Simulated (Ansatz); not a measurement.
# CS2: the cost of one run

Program: Ansatz 0.2.0. Level of theory: DFT PBE+D3(BJ), plane waves, PAW, scalar-relativistic, no spin polarisation. These are calculated values, not measurements.

## Step 1: The starting structure

The cell holds 24 atoms (C8S16): a = 9.283 Å, b = 9.283 Å, c = 9.283 Å, α = 90.00°, β = 90.00°, γ = 90.00°.

As a file:

```xyz
24
Lattice="9.2832 0.0000 0.0000 0.0000 9.2832 0.0000 0.0000 0.0000 9.2832" Properties=species:S:1:pos:R:3 pbc="T T T"
S     1.4731    0.8905    8.7942
C     2.2200    0.3309    7.5427
S     2.9668   -0.2287    6.2912
S     6.5294    7.9566    8.5870
C     7.7221    7.0472    9.0199
S     8.9148    6.1377    9.4528
S     5.1986    8.8418    3.3488
C     4.6880    7.7046    2.4090
S     4.1774    6.5674    1.4692
S     7.4653    8.1239    5.6182
C     8.0850    8.3698    4.2066
S     8.7047    8.6156    2.7950
S     4.9614    1.9865    7.7980
C     3.8124    2.9635    8.2008
S     2.6633    3.9405    8.6035
S     9.5077    4.2383    2.6922
C     8.7659    4.4644    4.0470
S     8.0240    4.6905    5.4019
S     3.0771    3.8058    5.0838
C     4.0531    4.8618    5.6915
S     5.0291    5.9178    6.2993
S     8.0015    1.8881    9.9679
C     8.0833    1.7575    8.4144
S     8.1652    1.6269    6.8609
```

## Step 2: Relaxing the start

Input file input.yaml:

```yaml
accuracy: low
crystal:
  lattice:
    - [9.283178, 0.0, 0.0]
    - [0.0, 9.283178, 0.0]
    - [0.0, 0.0, 9.283178]
  atoms:
    - { symbol: S, position: [0.1586883, 0.0959265, 0.947323] }
    - { symbol: C, position: [0.2391387, 0.0356477, 0.8125118] }
    - { symbol: S, position: [0.3195892, -0.0246311, 0.6777005] }
    - { symbol: S, position: [0.7033559, 0.8571011, 0.9250091] }
    - { symbol: C, position: [0.8318378, 0.7591334, 0.9716418] }
    - { symbol: S, position: [0.9603197, 0.6611658, 1.0182745] }
    - { symbol: S, position: [0.560002, 0.9524523, 0.3607342] }
    - { symbol: C, position: [0.504999, 0.8299519, 0.2595008] }
    - { symbol: S, position: [0.4499959, 0.7074515, 0.1582675] }
    - { symbol: S, position: [0.8041782, 0.8751255, 0.6051998] }
    - { symbol: C, position: [0.8709334, 0.9016089, 0.4531398] }
    - { symbol: S, position: [0.9376886, 0.9280923, 0.3010797] }
    - { symbol: S, position: [0.5344505, 0.2139844, 0.8400161] }
    - { symbol: C, position: [0.410674, 0.319232, 0.8834004] }
    - { symbol: S, position: [0.2868975, 0.4244797, 0.9267846] }
    - { symbol: S, position: [1.0241876, 0.4565541, 0.290006] }
    - { symbol: C, position: [0.9442753, 0.4809093, 0.4359538] }
    - { symbol: S, position: [0.8643631, 0.5052645, 0.5819015] }
    - { symbol: S, position: [0.3314752, 0.4099649, 0.5476345] }
    - { symbol: C, position: [0.4366109, 0.5237212, 0.6131011] }
    - { symbol: S, position: [0.5417465, 0.6374775, 0.6785677] }
    - { symbol: S, position: [0.8619307, 0.2033937, 1.0737595] }
    - { symbol: C, position: [0.8707502, 0.1893217, 0.9064153] }
    - { symbol: S, position: [0.8795697, 0.1752496, 0.7390712] }
basis:
  ecutwfc: 420.0
kpoints:
  mp_grid: { grid: [1, 1, 1] }
hamiltonian:
  xc: pbe
  dispersion: d3bj
scf:
  occupations: { method: fermi_dirac, width: 0.05 }
  lower_state_search: "off"
relax:
  f_tol: 0.3
  max_steps: 15
  adjacent_minimum: "off"
output:
  write_density: true
  write_potential: true
  elf: true
  volumetric_format: npy
```

Launch:

```sh
$ ansatz run input.yaml --threads 1 --pin off --max-ram 3072MiB --backend cpu --events-out ev --progress --plain --runs-dir out
```

Q: Estimate wall time and peak memory on 1 thread of an Arm CPU, shared host.

About 36 s, with a peak of 0.59 GiB.
